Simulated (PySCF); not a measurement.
**C₅H₄F₃NO: a tour of settings**

Aim: see how C₅H₄F₃NO (`[H]/N=C/C=C/C(=O)C(F)(F)F`) answers to the choice of functional, basis, grid and SCF options.

The runs use PySCF 2.14.0, with density-fitted response routines of our own; the level of theory stands in each step. All values are computed, except where a source is named. Atoms count from 0, in the outputs and in this text.

### Step 1. The starting structure

14 atoms, charge 0, multiplicity 1; geometry from: GFN2-xTB.

Bonds of the start (Å): N0–C1 1.26, C1–C2 1.46, C2–C3 1.34, C3–C4 1.46, C4–O5 1.20, C4–C6 1.56, C6–F7 1.33, C6–F8 1.34, C6–F9 1.34, N0–H10 1.02, C1–H11 1.10, C2–H12 1.08, C3–H13 1.08.

### Step 2. Excited states and response: BP86/def2-SVPD in benzene

The job: settings as JSON, then the geometry in Å.

```
{"job": {"kind": "uv", "xc": "BP86", "basis": "def2-SVPD", "solvent": "benzene", "nstates": 12, "ntriplets": 0, "tda": true, "scf": {"conv": 1e-08, "aux": "def2-qzvpp-jkfit"}}, "charge": 0, "multiplicity": 1}
N      2.585933     0.975146     0.435695
C      2.434270    -0.166024    -0.077781
C      1.096712    -0.691044    -0.312390
C     -0.020868    -0.011152    -0.007656
C     -1.336544    -0.585374    -0.262643
O     -1.575592    -1.661014    -0.744547
C     -2.496885     0.363931     0.163569
F     -3.699935    -0.155408    -0.061208
F     -2.428026     1.530438    -0.498911
F     -2.419955     0.657784     1.471936
H      3.546705     1.278075     0.571132
H      3.252279    -0.832326    -0.378881
H      1.018181    -1.676491    -0.752633
H      0.043047     0.972985     0.432155
```

Level: TDA BP86/def2-SVPD, vertical, IEF-PCM benzene (non-equilibrium linear response), core orbitals frozen in the response.

The run is started by

```
$ OMP_NUM_THREADS=1 python probes_run.py task.json out
```

The driver reads the jobs from task.json and runs them one after another.

The program printed:

```text
final grid: 134544 points
cycle   1  E = -621.7248908853  dE =  1.554e+00  |g| = 1.157e+00  |ddm| = 7.111e+00
cycle   2  E = -620.1958085619  dE =  1.529e+00  |g| = 3.007e+00  |ddm| = 6.245e+00
cycle   3  E = -621.9368206177  dE = -1.741e+00  |g| = 4.327e-01  |ddm| = 4.809e+00
cycle   4  E = -621.9658767898  dE = -2.906e-02  |g| = 2.455e-01  |ddm| = 9.083e-01
cycle   5  E = -621.9759770858  dE = -1.010e-02  |g| = 8.675e-02  |ddm| = 3.665e-01
cycle   6  E = -621.9777363649  dE = -1.759e-03  |g| = 3.794e-02  |ddm| = 1.959e-01
cycle   7  E = -621.9781062581  dE = -3.699e-04  |g| = 7.026e-03  |ddm| = 7.454e-02
cycle   8  E = -621.9781157246  dE = -9.467e-06  |g| = 2.388e-03  |ddm| = 1.394e-02
cycle   9  E = -621.9781167511  dE = -1.026e-06  |g| = 1.025e-03  |ddm| = 5.069e-03
cycle  10  E = -621.9781168841  dE = -1.330e-07  |g| = 6.082e-04  |ddm| = 2.731e-03
cycle  11  E = -621.9781170002  dE = -1.161e-07  |g| = 1.056e-04  |ddm| = 1.153e-03
cycle  12  E = -621.9781170019  dE = -1.778e-09  |g| = 5.177e-05  |ddm| = 1.934e-04
converged SCF energy = -621.9781170019

Static polarisability (au): isotropic 93.232, principal 55.982 87.554 136.160

Singlet excitations
state   eV       nm        f      main configurations
  1   2.6943    460.2   0.00074   H->L 0.99
  2   2.8097    441.3   0.00005   H-1->L 1.00
  3   4.6892    264.4   0.66522   H-2->L 0.89
  4   5.0998    243.1   0.00100   H->L+1 0.99
  5   5.1655    240.0   0.00069   H-1->L+1 0.99
  6   5.7387    216.0   0.00013   H-4->L 0.99
  7   5.7596    215.3   0.04011   H-3->L 0.49, H-2->L+1 0.42
  8   5.8134    213.3   0.00008   H-5->L 0.99
  9   6.0567    204.7   0.00000   H-6->L 0.98
 10   6.3823    194.3   0.03332   H-7->L 0.87
 11   6.4682    191.7   0.00038   H-8->L 0.98
 12   6.7588    183.4   0.01059   H-2->L+1 0.37, H-3->L 0.28, H-9->L 0.18
```

It took 37 s on 1 thread of Intel Xeon Platinum 8488C, shared host; peak memory 0.92 GiB.

The orbitals next to the gap, with their largest atomic shares:

```csv
orbital,eV,atoms
HOMO−3,-9.64,"C1 31 %, N0 29 %, C2 16 %"
HOMO−2,-7.39,"C3 28 %, C2 21 %, N0 20 %"
HOMO−1,-6.90,"O5 61 %, C4 11 %, C6 8 %"
HOMO,-6.78,"N0 63 %, C1 16 %, H10 8 %"
LUMO,-4.25,"C2 19 %, O5 17 %, C4 16 %"
LUMO+1,-1.84,"C1 21 %, C4 20 %, N0 16 %"
LUMO+2,0.29,"C1 26 %, H11 17 %, H10 17 %"
```

With each of the 12 states as a Gaussian band of 0.4 eV half-width at 1/e, the curve within the window shown has maxima at 265 nm (ε 27,000), 213 nm (ε 1,800), 196 nm (ε 1,700) L/(mol cm). Beyond the last state computed it falls off for lack of states. The curve at chosen wavelengths:

| nm | ε (L/mol/cm) |
| --- | --- |
| 176 | 323 |
| 193 | 1658 |
| 209 | 1739 |
| 226 | 1559 |
| 243 | 9104 |
| 259 | 25200 |
| 276 | 21437 |
| 292 | 8121 |
| 309 | 1600 |
| 326 | 209 |
| 342 | 24 |
| 359 | 3 |
| 376 | 4 |
| 392 | 8 |
| 409 | 16 |
| 426 | 24 |
| 442 | 30 |
| 459 | 32 |
| 476 | 30 |
| 492 | 26 |
| 509 | 21 |
| 525 | 16 |
| 542 | 11 |
| 559 | 8 |
| 575 | 5 |
| 592 | 3 |

Ground-state properties from the same run:

```csv
property,computed
dipole moment (D),4.90
polarisability (Å³),13.82
HOMO–LUMO gap (eV),2.53
−ε(HOMO) (eV),6.78
```

### Step 3. Excited states and response: PBE0/def2-SVPD

Same as in step 2 but for these lines:

```diff
@@ -1,2 +1,2 @@
-{"job": {"kind": "uv", "xc": "BP86", "basis": "def2-SVPD", "solvent": "benzene", "nstates": 12, "ntriplets": 0, "tda": true, "scf": {"conv": 1e-08, "aux": "def2-qzvpp-jkfit"}}, "charge": 0, "multiplicity": 1}
+{"job": {"kind": "uv", "xc": "PBE0", "basis": "def2-SVPD", "nstates": 25, "ntriplets": 5, "tda": false, "scf": {"conv": 1e-08, "damp": 0.3}}, "charge": 0, "multiplicity": 1}
 N      2.585933     0.975146     0.435695
```

Level: TDDFT PBE0/def2-SVPD, vertical, gas phase, core orbitals frozen in the response.

The program printed:

```text
damping 0.30 in the first 6 cycles
final grid: 134544 points
cycle   1  E = -621.0731436915  dE =  1.740e+00  |g| = 1.135e+00  |ddm| = 6.507e+00
cycle   2  E = -621.0408777430  dE =  3.227e-02  |g| = 1.223e+00  |ddm| = 2.934e+00
cycle   3  E = -621.0133742343  dE =  2.750e-02  |g| = 1.263e+00  |ddm| = 2.970e+00
cycle   4  E = -620.8581757040  dE =  1.552e-01  |g| = 1.522e+00  |ddm| = 3.445e+00
cycle   5  E = -620.8185018150  dE =  3.967e-02  |g| = 1.594e+00  |ddm| = 3.789e+00
cycle   6  E = -617.0880102526  dE =  3.730e+00  |g| = 3.477e+00  |ddm| = 6.653e+00
cycle   7  E = -591.2522434889  dE =  2.584e+01  |g| = 9.326e+00  |ddm| = 2.776e+01
cycle   8  E = -619.2692441135  dE = -2.802e+01  |g| = 3.165e+00  |ddm| = 2.641e+01
cycle   9  E = -620.0300085011  dE = -7.608e-01  |g| = 1.976e+00  |ddm| = 5.528e+00
cycle  10  E = -621.1289835253  dE = -1.099e+00  |g| = 8.984e-01  |ddm| = 4.380e+00
cycle  11  E = -621.2987823066  dE = -1.698e-01  |g| = 3.201e-01  |ddm| = 1.961e+00
cycle  12  E = -621.3139094648  dE = -1.513e-02  |g| = 1.899e-01  |ddm| = 7.864e-01
cycle  13  E = -621.3218119273  dE = -7.902e-03  |g| = 5.080e-02  |ddm| = 4.471e-01
cycle  14  E = -621.3223354785  dE = -5.236e-04  |g| = 1.819e-02  |ddm| = 1.303e-01
cycle  15  E = -621.3224016176  dE = -6.614e-05  |g| = 5.199e-03  |ddm| = 3.512e-02
cycle  16  E = -621.3224081830  dE = -6.565e-06  |g| = 1.582e-03  |ddm| = 1.237e-02
cycle  17  E = -621.3224086599  dE = -4.769e-07  |g| = 7.002e-04  |ddm| = 3.387e-03
cycle  18  E = -621.3224087615  dE = -1.017e-07  |g| = 2.046e-04  |ddm| = 1.559e-03
cycle  19  E = -621.3224087679  dE = -6.362e-09  |g| = 1.121e-04  |ddm| = 4.629e-04
cycle  20  E = -621.3224087705  dE = -2.547e-09  |g| = 1.937e-05  |ddm| = 1.899e-04
converged SCF energy = -621.3224087705

Static polarisability (au): isotropic 77.685, principal 48.425 73.241 111.390

Singlet excitations
state   eV       nm        f      main configurations
  1   3.3560    369.4   0.00011   H-2->L 0.91
  2   3.5058    353.7   0.00045   H->L 0.92
  3   4.7414    261.5   0.41749   H-1->L 0.98
  4   6.1985    200.0   0.00049   H-2->L+1 0.85
  5   6.2303    199.0   0.00029   H->L+1 0.90
  6   6.4686    191.7   0.00003   H-4->L 0.96
  7   6.6003    187.8   0.00304   H-1->L+1 0.57, H-3->L 0.41
  8   7.1516    173.4   0.01513   H-3->L 0.51, H-1->L+1 0.37
  9   7.2330    171.4   0.00000   H-6->L 0.90
 10   7.5777    163.6   0.03509   H->L+2 0.89
 11   7.6635    161.8   0.00105   H-5->L 0.88, H-7->L 0.11
 12   7.8312    158.3   0.00002   H-1->L+2 0.98
 13   7.9073    156.8   0.03261   H-7->L 0.80, H-5->L 0.09
 14   7.9551    155.9   0.00002   H-8->L 0.65, H-10->L 0.28
 15   8.1427    152.3   0.03444   H-2->L+2 0.73, H-2->L+3 0.16
 16   8.3107    149.2   0.00052   H-10->L 0.62, H-8->L 0.28
 17   8.4922    146.0   0.09153   H->L+4 0.75, H->L+3 0.13
 18   8.5085    145.7   0.00888   H-1->L+3 0.92
 19   8.5327    145.3   0.00503   H-2->L+3 0.62, H-9->L 0.19, H-2->L+2 0.14
 20   8.5704    144.7   0.00896   H-9->L 0.69, H-2->L+3 0.13
 21   8.5936    144.3   0.00508   H->L+5 0.59, H-11->L 0.18
 22   8.6239    143.8   0.00967   H-1->L+4 0.86, H->L+5 0.10
 23   8.6538    143.3   0.00229   H-11->L 0.48, H->L+5 0.24
 24   8.6688    143.0   0.00810   H->L+3 0.74, H->L+4 0.09
 25   8.8754    139.7   0.00178   H-2->L+5 0.90

Triplet excitations (Tamm-Dancoff, eV): 2.5478 2.8728 2.9411 4.7544 5.7019
```

It took 1.7 min on 1 thread of Intel Xeon Platinum 8488C, shared host; peak memory 1 GiB.

This run: HOMO -8.41 eV, LUMO -3.40 eV; lowest singlet 3.36 eV.

### Step 4. NMR shieldings: PBE0/pcSseg-1

The job: settings as JSON, then the geometry in Å.

```
{"job": {"kind": "nmr", "xc": "PBE0", "basis": "pcSseg-1", "pop": false, "scf": {"aux": "def2-universal-jfit", "max_cycle": 80}}, "charge": 0, "multiplicity": 1}
N      2.327340     0.877631     0.392126
C      2.190843    -0.149422    -0.070003
C      0.987041    -0.621940    -0.281151
C     -0.018781    -0.010037    -0.006890
C     -1.202890    -0.526837    -0.236379
O     -1.418033    -1.494913    -0.670092
C     -2.247196     0.327538     0.147212
F     -3.329942    -0.139867    -0.055087
F     -2.185223     1.377394    -0.449020
F     -2.177960     0.592006     1.324742
H      3.192034     1.150268     0.514019
H      2.927051    -0.749093    -0.340993
H      0.916363    -1.508842    -0.677370
H      0.038742     0.875686     0.388940
```

Level: GIAO PBE0/pcSseg-1 NMR shielding, non-relativistic, gas phase.

The program printed:

```text
final grid: 134544 points
cycle   1  E = -621.2252089087  dE =  4.320e+00  |g| = 1.081e+00  |ddm| = 4.131e+00
cycle   2  E = -621.0364997724  dE =  1.887e-01  |g| = 1.522e+00  |ddm| = 3.181e+00
cycle   3  E = -621.4094616094  dE = -3.730e-01  |g| = 2.307e-01  |ddm| = 2.144e+00
cycle   4  E = -621.4192519428  dE = -9.790e-03  |g| = 5.558e-02  |ddm| = 2.920e-01
cycle   5  E = -621.4197225321  dE = -4.706e-04  |g| = 1.491e-02  |ddm| = 8.345e-02
cycle   6  E = -621.4197633584  dE = -4.083e-05  |g| = 4.971e-03  |ddm| = 2.272e-02
cycle   7  E = -621.4197680805  dE = -4.722e-06  |g| = 1.568e-03  |ddm| = 8.603e-03
cycle   8  E = -621.4197685599  dE = -4.793e-07  |g| = 2.845e-04  |ddm| = 2.861e-03
cycle   9  E = -621.4197685739  dE = -1.409e-08  |g| = 1.014e-04  |ddm| = 6.220e-04
cycle  10  E = -621.4197685755  dE = -1.598e-09  |g| = 2.530e-05  |ddm| = 1.464e-04
cycle  11  E = -621.4197685756  dE = -9.868e-11  |g| = 1.144e-05  |ddm| = 3.529e-05
converged SCF energy = -621.4197685756

GIAO shielding tensors (ppm)
atom      isotropic    diamagn.    paramagn.     s11        s22        s33       span
  0 N      -57.268     327.450    -384.718   -410.740    -42.357    281.293    692.033
  1 C       46.652     245.126    -198.473    -45.828     27.595    158.190    204.018
  2 C       61.493     254.463    -192.969    -38.533     43.163    179.850    218.383
  3 C       82.145     261.448    -179.303    -19.006     76.229    189.211    208.217
  4 C       23.166     247.836    -224.670    -44.739     -5.748    119.984    164.724
  5 O     -177.387     401.913    -579.300   -702.505   -268.734    439.076   1141.581
  6 C       96.092     243.226    -147.134     81.747     89.099    117.429     35.682
  7 F      333.791     462.347    -128.556    288.146    346.953    366.273     78.127
  8 F      315.002     474.313    -159.311    263.887    329.291    351.826     87.939
  9 F      315.168     474.353    -159.185    264.001    329.530    351.974     87.973
 10 H       22.240      32.613     -10.373     10.922     27.380     28.419     17.497
 11 H       25.247      32.019      -6.772     22.592     25.354     27.794      5.202
 12 H       26.897      36.557      -9.660     23.625     26.329     30.736      7.111
 13 H       26.335      36.491     -10.156     22.482     24.066     32.456      9.975
```

It took 27 s on 1 thread of Intel Xeon Platinum 8488C, shared host; peak memory 0.89 GiB.

A normal end doesn't make this result sound: all coordinates were scaled by 0.9; the fitting basis def2-universal-jfit is not made for Coulomb and exchange fitting here.

### Step 5. Ultraviolet spectrum: wB97X/pcSseg-0

The job: settings as JSON, then the geometry in Å.

```
{"job": {"kind": "uv", "xc": "wB97X", "basis": "pcSseg-0", "nstates": 12, "ntriplets": 5, "tda": false}, "charge": 0, "multiplicity": 1}
N      2.585933     0.975146     0.435695
C      2.434270    -0.166024    -0.077781
C      1.096712    -0.691044    -0.312390
C     -0.020868    -0.011152    -0.007656
C     -1.336544    -0.585374    -0.262643
O     -1.575592    -1.661014    -0.744547
C     -2.496885     0.363931     0.163569
F     -3.699935    -0.155408    -0.061208
F     -2.428026     1.530438    -0.498911
F     -2.419955     0.657784     1.471936
H      3.546705     1.278075     0.571132
H      3.252279    -0.832326    -0.378881
H      1.018181    -1.676491    -0.752633
H      0.043047     0.972985     0.432155
```

With the program's defaults for keys left out, this is: TDDFT wB97X/pcSseg-0, vertical, gas phase, core orbitals frozen in the response.

The program printed:

```text
coarse grid: 13320 points
cycle   1  E = -620.5848333303  dE =  2.129e+00  |g| = 1.243e+00  |ddm| = 4.135e+00
cycle   2  E = -620.3750753658  dE =  2.098e-01  |g| = 1.795e+00  |ddm| = 3.193e+00
cycle   3  E = -620.9368286203  dE = -5.618e-01  |g| = 1.559e-01  |ddm| = 1.880e+00
cycle   4  E = -620.9405475936  dE = -3.719e-03  |g| = 9.126e-02  |ddm| = 2.052e-01
cycle   5  E = -620.9420686528  dE = -1.521e-03  |g| = 1.312e-02  |ddm| = 1.002e-01
cycle   6  E = -620.9421238731  dE = -5.522e-05  |g| = 6.883e-03  |ddm| = 3.452e-02
cycle   7  E = -620.9421386402  dE = -1.477e-05  |g| = 2.506e-03  |ddm| = 1.273e-02
cycle   8  E = -620.9421407386  dE = -2.098e-06  |g| = 5.263e-04  |ddm| = 6.485e-03
final grid: 134544 points
cycle   9  E = -620.8264493582  dE = -4.560e-05  |g| = 7.727e-03  |ddm| = 2.262e-02
cycle  10  E = -620.8264453278  dE =  4.030e-06  |g| = 9.560e-03  |ddm| = 1.644e-02
cycle  11  E = -620.8264609160  dE = -1.559e-05  |g| = 1.024e-03  |ddm| = 8.802e-03
cycle  12  E = -620.8264611309  dE = -2.149e-07  |g| = 3.080e-04  |ddm| = 1.319e-03
cycle  13  E = -620.8264611681  dE = -3.721e-08  |g| = 1.580e-04  |ddm| = 8.088e-04
cycle  14  E = -620.8264611750  dE = -6.915e-09  |g| = 3.956e-05  |ddm| = 2.544e-04
cycle  15  E = -620.8264611758  dE = -7.826e-10  |g| = 2.078e-05  |ddm| = 1.193e-04
converged SCF energy = -620.8264611758

Static polarisability (au): isotropic 55.887, principal 28.718 55.485 83.459

Singlet excitations
state   eV       nm        f      main configurations
  1   3.6334    341.2   0.00014   H-2->L 0.85, H-2->L+1 0.13
  2   3.8724    320.2   0.00250   H->L 0.83, H->L+1 0.16
  3   5.2964    234.1   0.43762   H-1->L 0.98
  4   6.9866    177.5   0.00010   H-4->L 0.80
  5   7.1734    172.8   0.00097   H->L+1 0.52, H->L+3 0.17, H->L 0.12
  6   7.4300    166.9   0.00078   H-2->L+1 0.52, H-2->L 0.11, H-2->L+3 0.09
  7   7.8069    158.8   0.00222   H-1->L+1 0.93
  8   8.0722    153.6   0.03062   H-3->L 0.89
  9   8.2144    150.9   0.00000   H-6->L 0.54, H-8->L 0.14, H-2->L+1 0.08
 10   8.6396    143.5   0.00069   H-10->L 0.44, H-8->L 0.20, H-13->L 0.09
 11   8.8944    139.4   0.05528   H->L+2 0.83, H->L+4 0.14
 12   9.0012    137.7   0.00128   H-5->L 0.91, H-5->L+1 0.08

Triplet excitations (Tamm-Dancoff, eV): 2.8292 3.0858 3.1183 5.1002 6.1214
```

Run time: 17 s. Hardware: 1 thread of Intel Xeon Platinum 8488C, shared host; peak memory 0.62 GiB.

In short: HOMO -10.53 eV, LUMO -1.11 eV; lowest singlet 3.63 eV.

### Step 6. NMR shieldings: PBE0/SBKJC-VDZ

Same as in step 5 but for these lines:

```diff
@@ -1,4 +1,4 @@
-{"job": {"kind": "uv", "xc": "wB97X", "basis": "pcSseg-0", "nstates": 12, "ntriplets": 5, "tda": false}, "charge": 0, "multiplicity": 1}
+{"job": {"kind": "nmr", "xc": "PBE0", "basis": "SBKJC-VDZ", "pop": false, "scf": {"max_cycle": 85}}, "charge": 0, "multiplicity": 1}
 N      2.585933     0.975146     0.435695
-C      2.434270    -0.166024    -0.077781
+C      2.130944    -2.448364    -1.104733
 C      1.096712    -0.691044    -0.312390
```

Method: GIAO PBE0/SBKJC-VDZ NMR shielding, non-relativistic, gas phase.

The program printed:

```text
final grid: 134544 points
cycle   1  E = -119.9397650332  dE =  1.898e+00  |g| = 5.006e+00  |ddm| = 1.193e+01
cycle   2  E = -57.1779150136  dE =  6.276e+01  |g| = 8.416e+00  |ddm| = 5.858e+01
cycle   3  E = -86.6266173180  dE = -2.945e+01  |g| = 7.131e+00  |ddm| = 5.729e+01
cycle   4  E = -124.8526628960  dE = -3.823e+01  |g| = 3.024e+00  |ddm| = 1.776e+01
cycle   5  E = -119.8266153072  dE =  5.026e+00  |g| = 3.210e+00  |ddm| = 7.765e+00
cycle   6  E = -125.9720213462  dE = -6.145e+00  |g| = 2.169e+00  |ddm| = 5.920e+00
cycle   7  E = -127.7126979324  dE = -1.741e+00  |g| = 9.307e-01  |ddm| = 3.548e+00
cycle   8  E = -127.9847679952  dE = -2.721e-01  |g| = 6.056e-01  |ddm| = 2.239e+00
cycle   9  E = -127.9184405160  dE =  6.633e-02  |g| = 6.808e-01  |ddm| = 2.395e+00
cycle  10  E = -128.0133393220  dE = -9.490e-02  |g| = 4.761e-01  |ddm| = 8.550e-01
cycle  11  E = -128.0307592808  dE = -1.742e-02  |g| = 4.232e-01  |ddm| = 3.292e-01
cycle  12  E = -128.0571518084  dE = -2.639e-02  |g| = 3.360e-01  |ddm| = 1.946e-01
cycle  13  E = -128.0941374957  dE = -3.699e-02  |g| = 1.171e-01  |ddm| = 5.384e-01
cycle  14  E = -128.0911280487  dE =  3.009e-03  |g| = 1.519e-01  |ddm| = 1.867e-01
cycle  15  E = -128.0977866019  dE = -6.659e-03  |g| = 4.403e-02  |ddm| = 1.042e-01
cycle  16  E = -128.0975097287  dE =  2.769e-04  |g| = 5.632e-02  |ddm| = 4.624e-02
cycle  17  E = -128.0976130664  dE = -1.033e-04  |g| = 5.630e-02  |ddm| = 5.342e-02
cycle  18  E = -128.0975622511  dE =  5.082e-05  |g| = 5.775e-02  |ddm| = 2.145e-03
cycle  19  E = -128.0981592644  dE = -5.970e-04  |g| = 3.819e-02  |ddm| = 2.474e-02
cycle  20  E = -128.0985650459  dE = -4.058e-04  |g| = 1.914e-02  |ddm| = 5.218e-02
cycle  21  E = -128.0986699973  dE = -1.050e-04  |g| = 1.224e-02  |ddm| = 4.017e-02
cycle  22  E = -128.0987204264  dE = -5.043e-05  |g| = 8.928e-03  |ddm| = 3.885e-02
cycle  23  E = -128.0987494214  dE = -2.899e-05  |g| = 5.963e-03  |ddm| = 2.402e-02
cycle  24  E = -128.0987747195  dE = -2.530e-05  |g| = 3.554e-03  |ddm| = 3.611e-02
cycle  25  E = -128.0987913213  dE = -1.660e-05  |g| = 1.785e-03  |ddm| = 3.374e-02
cycle  26  E = -128.0987997833  dE = -8.462e-06  |g| = 1.394e-03  |ddm| = 2.176e-02
cycle  27  E = -128.0988076379  dE = -7.855e-06  |g| = 7.699e-04  |ddm| = 2.177e-02
cycle  28  E = -128.0988135613  dE = -5.923e-06  |g| = 8.653e-04  |ddm| = 1.418e-02
cycle  29  E = -128.0988112780  dE =  2.283e-06  |g| = 8.876e-04  |ddm| = 7.345e-03
cycle  30  E = -128.0987992462  dE =  1.203e-05  |g| = 9.795e-04  |ddm| = 3.106e-02
cycle  31  E = -128.0987989807  dE =  2.655e-07  |g| = 1.549e-03  |ddm| = 2.346e-02
cycle  32  E = -128.0988022409  dE = -3.260e-06  |g| = 3.125e-04  |ddm| = 4.099e-02
cycle  33  E = -128.0988022825  dE = -4.158e-08  |g| = 2.018e-04  |ddm| = 1.143e-03
cycle  34  E = -128.0988023040  dE = -2.149e-08  |g| = 1.400e-04  |ddm| = 1.887e-03
cycle  35  E = -128.0988023115  dE = -7.505e-09  |g| = 1.097e-04  |ddm| = 1.996e-03
cycle  36  E = -128.0988023121  dE = -6.091e-10  |g| = 6.089e-05  |ddm| = 2.427e-03
cycle  37  E = -128.0988023162  dE = -4.071e-09  |g| = 1.651e-05  |ddm| = 1.755e-03
cycle  38  E = -128.0988023172  dE = -1.005e-09  |g| = 1.251e-05  |ddm| = 4.226e-04
cycle  39  E = -128.0988023171  dE =  1.019e-10  |g| = 1.003e-05  |ddm| = 8.600e-05
converged SCF energy = -128.0988023171

GIAO shielding tensors (ppm)
atom      isotropic    diamagn.    paramagn.     s11        s22        s33       span
  0 N          nan         nan         nan        nan        nan        nan        nan
  1 C          nan         nan         nan        nan        nan        nan        nan
  2 C          nan         nan         nan        nan        nan        nan        nan
  3 C          nan         nan         nan        nan        nan        nan        nan
  4 C          nan         nan         nan        nan        nan        nan        nan
  5 O          nan         nan         nan        nan        nan        nan        nan
  6 C          nan         nan         nan        nan        nan        nan        nan
  7 F          nan         nan         nan        nan        nan        nan        nan
  8 F          nan         nan         nan        nan        nan        nan        nan
  9 F          nan         nan         nan        nan        nan        nan        nan
 10 H       58.340      30.040      28.300    -81.355     94.845    161.530    242.885
 11 H      -55.668      13.862     -69.530   -161.209    -31.927     26.133    187.342
 12 H       51.895      30.636      21.259    -67.575     -0.477    223.737    291.312
 13 H       36.282      31.802       4.480     15.864     22.391     70.590     54.726
```

Wall time 18 s (1 thread of Intel Xeon Platinum 8488C, shared host); peak memory 0.62 GiB.

A normal end doesn't make this result sound: one atom of the first bond was moved so that the bond is 3.0 times as long; the shieldings of some atoms came out as not-a-number; the basis SBKJC-VDZ leaves the core to a potential or lacks core functions, which properties at the nuclei need.

### Step 7. Comparing the runs: electronic excitations

Excitations and ground-state properties, with basis size and wall time:

```csv
run,lowest singlet (eV),brightest (eV),f,gap (eV),α (Å³),μ (D),functions,time
BP86/def2-SVPD in benzene,2.69,4.69,0.665,2.53,13.82,4.90,244,37 s
PBE0/def2-SVPD,3.36,4.74,0.417,5.01,11.51,4.48,244,1.7 min
wB97X/pcSseg-0,3.63,5.30,0.438,9.43,8.28,4.95,98,17 s
```

### Step 8. What came out

| quantity | value |
| --- | --- |
| lowest singlet (BP86/def2-SVPD) | 2.69 eV (460 nm), f = 0.001 |
| brightest single state of those computed | state 3, 4.69 eV, f = 0.665 |
| range of the lowest singlet | 2.69 to 3.63 eV |
| property runs in this session | 5, of which 0 failed and 2 gave unsound results |

Single values in the summary come from the first run of each kind that ended normally (BP86/def2-SVPD), which need not be the best level. The lowest singlet, at 2.69 eV, is HOMO→LUMO 0.99 and is dark; of the 12 states computed, the strongest absorption comes from state 3 at 4.69 eV. The lowest singlet runs from 2.69 eV (BP86/def2-SVPD in benzene) to 3.63 eV (wB97X/pcSseg-0), while the orbital gap spans 2.53 to 9.43 eV. The lowest state need not be the same one in every run. The runs solved for a few states only, so the brightest column depends on that window.
